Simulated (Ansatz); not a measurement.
**CH₆SSn: taking an electron away**

How much energy removes an electron from CH₆SSn at fixed geometry? The cation is run at each level and the neutral's energy taken from earlier runs.

Method: unrestricted cation, the program's frozen cores in correlated methods; program: Ansatz 0.2.0, Gaussian basis.

The runs, in order: UKS PBE-D4/def2-TZVPP; UKS r2SCAN-D4/def2-TZVPP; UKS PBE0-D4/def2-TZVPP; UKS B3LYP-D4/def2-TZVPP; UKS wB97X-V/def2-TZVPP; UKS wB97M-V/def2-TZVPP; UKS B2PLYP/def2-TZVPP; UHF-CCSD(T)/def2-TZVPP; UHF-MP2/def2-QZVPP; extrapolation to the limit; then −ε(HOMO) from the neutral's earlier runs with LDA (SPW92), PBE-D4, revPBE-D4, BLYP-D4, r2SCAN-D4, B97M-V, PBE0-D4, B3LYP-D4, r2SCANh-D4, r2SCAN0-D4, HSE06-D4, BHLYP-D4, CAM-B3LYP-D4, LC-ωPBE, ωB97X-V, ωB97M-V.

## 1. The geometry

An earlier PBE0-D4 in a triple-zeta def2 set relaxation fixed the geometry. Sn takes the def2 core potential; no spin-orbit term is included.

SMILES `C[S][SnH3]`, 9 atoms, charge 0, spin multiplicity 1.

Atoms are counted from 1 here; the program's logs count them from 0.

Bond lengths: C1–S2 1.817 Å, C1–H4 1.090 Å, C1–H5 1.090 Å, C1–H6 1.090 Å, S2–Sn3 2.394 Å, Sn3–H7 1.709 Å, Sn3–H8 1.701 Å, Sn3–H9 1.709 Å. Angles: S2–C1–H4 106.6°, S2–C1–H5 111.6°, S2–C1–H6 111.6°, H4–C1–H5 108.6°, H4–C1–H6 108.6°, H5–C1–H6 109.9°, C1–S2–Sn3 99.5°, S2–Sn3–H7 108.9°, S2–Sn3–H8 106.7°, S2–Sn3–H9 108.9°, H7–Sn3–H8 111.5°, H7–Sn3–H9 109.2°, H8–Sn3–H9 111.5°.

Geometry (Å):

```xyz
9

C    -0.75412    1.04780   -0.98866
S    -0.67118   -0.76702   -0.98215
Sn    0.73413   -1.09356    0.92858
H    -1.38068    1.32701   -1.83597
H     0.23161    1.49364   -1.12422
H    -1.21248    1.43155   -0.07684
H     2.22469   -0.30129    0.66055
H     0.94226   -2.77328    1.10256
H    -0.02584   -0.41105    2.29896
```

## 2. Cation, UKS PBE-D4/def2-TZVPP

in.yaml

```yaml
crystal:
  periodic: [false, false, false]
  atoms:
    - {symbol: C, position_ang: [-0.754120, 1.047799, -0.988663]}
    - {symbol: S, position_ang: [-0.671177, -0.767019, -0.982153]}
    - {symbol: Sn, position_ang: [0.734126, -1.093562, 0.928576]}
    - {symbol: H, position_ang: [-1.380678, 1.327011, -1.835974]}
    - {symbol: H, position_ang: [0.231615, 1.493643, -1.124221]}
    - {symbol: H, position_ang: [-1.212481, 1.431548, -0.076836]}
    - {symbol: H, position_ang: [2.224690, -0.301288, 0.660554]}
    - {symbol: H, position_ang: [0.942263, -2.773284, 1.102558]}
    - {symbol: H, position_ang: [-0.025837, -0.411047, 2.298960]}
basis:
  gaussian: {orbitals: def2-TZVPP}
total_charge: 1
magnetization: {spin_polarized: true, initial_magnetization: 1}
hamiltonian: {xc: pbe, dispersion: d4}
```

The run is started by

```bash
$ ansatz run in.yaml --threads 2 --pin off --events-out ev --progress --plain --max-ram 32768MiB --backend cpu
```

Further steps of the session: Cation, UKS r2SCAN-D4/def2-TZVPP; Cation, UKS PBE0-D4/def2-TZVPP; Cation, UKS B3LYP-D4/def2-TZVPP; Cation, UKS wB97X-V/def2-TZVPP; Cation, UKS wB97M-V/def2-TZVPP; Cation, UKS B2PLYP (frozen core)/def2-TZVPP; Cation, UHF-CCSD(T)/def2-TZVPP; Cation, UHF-MP2/def2-QZVPP.

Q: Predict the results of all the runs planned. Wanted: ionisation energy, CCSD(T)/CBS; nearest functional by difference; nearest −ε(HOMO); −ε(HOMO) of PBE; T1 of the cation.

As calculated:

| quantity | value |
| --- | --- |
| ionisation energy, CCSD(T)/CBS | 9.02 eV |
| nearest functional by difference | ωB97M-V (-0.14 eV) |
| nearest −ε(HOMO) | ωB97X-V (+0.05 eV) |
| −ε(HOMO) of PBE | 5.52 eV |
| T1 of the cation | 0.017 |

By cation minus neutral, the functionals miss by 0.35 eV at most. The PBE orbital energy is 3.5 eV too small: a semilocal HOMO is no ionisation energy. Among orbital estimates ωB97X-V comes nearest. Hartree-Fock falls 1.21 eV short, as the neutral has more correlation energy than the cation. Correlated methods include outer-core shells of Sn, which these sets cover unevenly. With outer-core shells in play the reference is unsure by up to some tenths of an eV, so close misses can't be ranked.
